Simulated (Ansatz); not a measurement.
Input of an Ansatz 0.2.0 run:

input.yaml

```yaml
crystal:
  lattice:
    - [0.0, 2.57761, 2.57761]
    - [2.57761, 0.0, 2.57761]
    - [2.57761, 2.57761, 0.0]
  atoms:
    - { symbol: Ge, position: [0.5, 0.5, 0.5] }
    - { symbol: W, position: [0.0, 0.0, 0.0] }
hamiltonian:
  xc: pbe
  pseudopotentials: { kind: paw }
kpoints:
  mp_grid: { grid: [9, 9, 9] }
scf:
  occupations: { method: gaussian, width: 0.012 }
output:
  forces: true
  stress: true
  eigenvalues: true
```

Potentials or basis: Ansatz PAW.

The run is started by

```sh
$ ansatz run input.yaml --threads 2 --pin off --max-ram 5632MiB --backend cpu --events-out ev --progress --plain --runs-dir out
```

(1) Estimate the pressure.

(2) What does it give for the band gap on the k mesh?

Results:

(1) 0.2 GPa.

(2) none (metal or under the smearing width).
